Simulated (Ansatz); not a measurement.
Write a Python script for Ansatz 0.2.0, Python API that makes a rigid torsion scan of CH7OPSi, SMILES C[SiH](O)P. Level of theory (for the species named): CAM-B3LYP, cc-pVDZ basis, multiplicity 1.

```xyz
11

C    -0.7893    1.3234    0.0144
Si    0.4345    0.1145   -0.4487
O     1.6240   -0.0049    0.6565
P    -0.4265   -1.8763   -0.5409
H    -1.6393    1.3993   -0.7573
H    -1.2923    1.1629    0.9722
H    -0.3739    2.3720    0.0690
H     1.0672    0.4350   -1.7768
H     1.4022   -0.2490    1.6103
H     0.6951   -2.6313   -0.6528
H    -0.6364   -2.1025    0.8746
```

`torsion_ch7opsi.py`
```python
'''Energy of CH7OPSi as one group turns about a bond.'''

import ansatz as az
from ase import Atoms

BASIS_SET = 'cc-pVDZ'
FUNCTIONAL = 'CAM-B3LYP'
FORCE_TOL = 0.02


def main() -> None:
    atoms = Atoms(['C', 'Si', 'O', 'P', 'H', 'H', 'H', 'H', 'H', 'H', 'H'], positions=[
        (-0.7893, 1.3234, 0.0144),
        (0.4345, 0.1145, -0.4487),
        (1.624, -0.0049, 0.6565),
        (-0.4265, -1.8763, -0.5409),
        (-1.6393, 1.3993, -0.7573),
        (-1.2923, 1.1629, 0.9722),
        (-0.3739, 2.372, 0.069),
        (1.0672, 0.435, -1.7768),
        (1.4022, -0.249, 1.6103),
        (0.6951, -2.6313, -0.6528),
        (-0.6364, -2.1025, 0.8746),
    ])

    # relax first, so that the scan starts from a minimum
    first = (
        az.Crystal.molecule_from_ase(atoms).calculation()
        .basis(gaussian=BASIS_SET)
        .functional(FUNCTIONAL)
        .relax(force_tolerance=FORCE_TOL, max_steps=80)
    )
    atoms.positions = first.run(threads=1).report['positions_ang']

    start = atoms.get_dihedral(2, 1, 0, 4)
    energies = {}
    for turn in range(0, 121, 20):
        turned = atoms.copy()
        turned.set_dihedral(2, 1, 0, 4, start + turn, indices=[0, 4, 5, 6])
        calc = az.Crystal.molecule_from_ase(turned).calculation().basis(gaussian=BASIS_SET).functional(FUNCTIONAL)
        energies[round((start + turn) % 360)] = calc.run(threads=1).report['free_energy_ev']
    floor = min(energies.values())
    print('dihedral O2-Si1-C0-H4 (deg)   E - E(min) (kJ/mol)')
    for angle, e in sorted(energies.items()):
        print(f'{angle:8d} {96.485332 * (e - floor):14.3f}  ' + '#' * int(30 * (e - floor) / max(max(energies.values()) - floor, 1e-9)))


if __name__ == '__main__':
    main()
```

```console
$ python torsion_ch7opsi.py
dihedral O2-Si1-C0-H4 (deg)   E - E(min) (kJ/mol)
     175          0.000
     195          1.558  #######
     215          4.647  ######################
     235          6.219  ##############################
     255          4.693  ######################
     275          1.650  #######
     295          0.136
```

The scan is rigid and the energies are electronic, in a modest basis. With rigid groups the curve can differ much from the relaxed path, the start wasn't checked as a minimum of this torsion, and equivalent turns needn't return to the same energy. It ran for 73 s on 1 thread of Arm Neoverse V1 (shared host), peak memory 0.33 GiB.
